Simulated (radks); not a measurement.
# Lu in [Xe] 4f14 5d1 6s1.75 7s0.25: an all-electron calculation

Aim: the levels, the sizes of the orbitals and the parts of the energy of neutral lutetium.

Program: radks (a radial shooting solver on a logarithmic mesh, Libxc functionals) version 1. Level of theory: Dirac Kohn-Sham, BLYP, spin-unpolarised, spherical densities, point nucleus; open shells are shared between the two j in proportion to 2j + 1. These are calculated values, not measurements, unless marked.

### Step 1. What is computed

- element: lutetium (Z = 71)
- charge: 0
- electrons: 71
- configuration: [Xe] 4f14 5d1 6s1.75 7s0.25

### Step 2. Self-consistent calculation

The run's settings:

```text
Z 71
configuration [Xe] 4f14 5d1 6s1.75 7s0.25 6p0 6d0
relativity Dirac
functional b88,lyp
spin unpolarised
j_filling average
nucleus point
c 137.035999084
```

**Question.** What will this run give?

As calculated:

| quantity | value |
| --- | --- |
| total energy | -14581.9597 hartree |
| exchange-correlation share of it | 2.08 % |
| −T/E | 1.1150 |
| highest occupied level | 7s1/2, -0.588 eV |
| most extended occupied level | 7s1/2, <r> = 12.0 bohr |
| radius at density 0.001 e/bohr³ | 4.92 bohr |
| maxima of the radial density | 4 |

**Reading.** 7 principal shells are occupied and 4 maxima appear in the radial density; where shells overlap, one shows as a shoulder or not at all. Relativity lifts −T/E to 1.115. This is not the tabulated ground configuration, so its levels and sizes aren't those of the ground state, and no measured value stands beside it.
